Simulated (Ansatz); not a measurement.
# CH9GePSi: the cost of one run

All numbers below are computed with Ansatz 0.2.0 (RKS PBE-D4/def2-SVP).

## (1) The starting structure

Bond lengths: Si1–C2 1.811 Å, C2–Ge3 1.926 Å, Ge3–P4 2.330 Å, Si1–H5 1.492 Å, Si1–H6 1.532 Å, Si1–H7 1.488 Å, C2–H8 1.132 Å, C2–H9 1.106 Å, Ge3–H10 1.563 Å, Ge3–H11 1.515 Å, P4–H12 1.509 Å, P4–H13 1.451 Å. Angles (14 of 21 angles, heavy atoms first): Si1–C2–Ge3 107.7°, C2–Ge3–P4 110.1°, Si1–C2–H8 109.4°, Si1–C2–H9 111.5°, Ge3–C2–H8 108.6°, Ge3–C2–H9 110.6°, C2–Si1–H5 112.0°, C2–Si1–H6 110.0°, C2–Si1–H7 111.8°, C2–Ge3–H10 109.4°, C2–Ge3–H11 110.8°, P4–Ge3–H10 105.4°, P4–Ge3–H11 109.6°, Ge3–P4–H12 90.9°.

As a file:

```xyz
13

Si   -1.2178    1.4535   -0.8056
C    -0.5229    0.3118    0.4158
Ge    0.8703   -0.6974   -0.4509
P     1.8851   -2.1339    1.0768
H    -1.8149    0.7339   -1.9688
H    -2.3416    2.2797   -0.1711
H    -0.2018    2.4239   -1.2966
H    -0.0649    0.9023    1.2656
H    -1.2973   -0.3652    0.8236
H     1.9996    0.2756   -0.9209
H     0.3117   -1.4983   -1.6097
H     0.5375   -2.6146    1.5561
H     1.8775   -1.1060    2.1004
```

## (2) End point A

Input file input.yaml:

```yaml
crystal:
  periodic: [false, false, false]
  atoms:
    - { symbol: Si, position_ang: [-1.2178, 1.4535, -0.8056] }
    - { symbol: C, position_ang: [-0.5229, 0.3118, 0.4158] }
    - { symbol: Ge, position_ang: [0.8703, -0.6974, -0.4509] }
    - { symbol: P, position_ang: [1.8851, -2.1339, 1.0768] }
    - { symbol: H, position_ang: [-1.8149, 0.7339, -1.9688] }
    - { symbol: H, position_ang: [-2.3416, 2.2797, -0.1711] }
    - { symbol: H, position_ang: [-0.2018, 2.4239, -1.2966] }
    - { symbol: H, position_ang: [-0.0649, 0.9023, 1.2656] }
    - { symbol: H, position_ang: [-1.2973, -0.3652, 0.8236] }
    - { symbol: H, position_ang: [1.9996, 0.2756, -0.9209] }
    - { symbol: H, position_ang: [0.3117, -1.4983, -1.6097] }
    - { symbol: H, position_ang: [0.5375, -2.6146, 1.5561] }
    - { symbol: H, position_ang: [1.8775, -1.106, 2.1004] }
basis:
  gaussian: { orbitals: def2-SVP }
hamiltonian:
  xc: pbe
  dispersion: d4
relax:
  f_tol: 0.015
  max_steps: 40
```

Launch:

```console
> ansatz run input.yaml --threads 2 --pin off --max-ram 3072MiB --backend cpu --events-out ev --progress --plain --runs-dir out
```

**Question.** How long does this run take on 2 threads of Arm Neoverse V1, shared host, and how much memory does it need?

About 20 s, with a peak of 0.18 GiB.
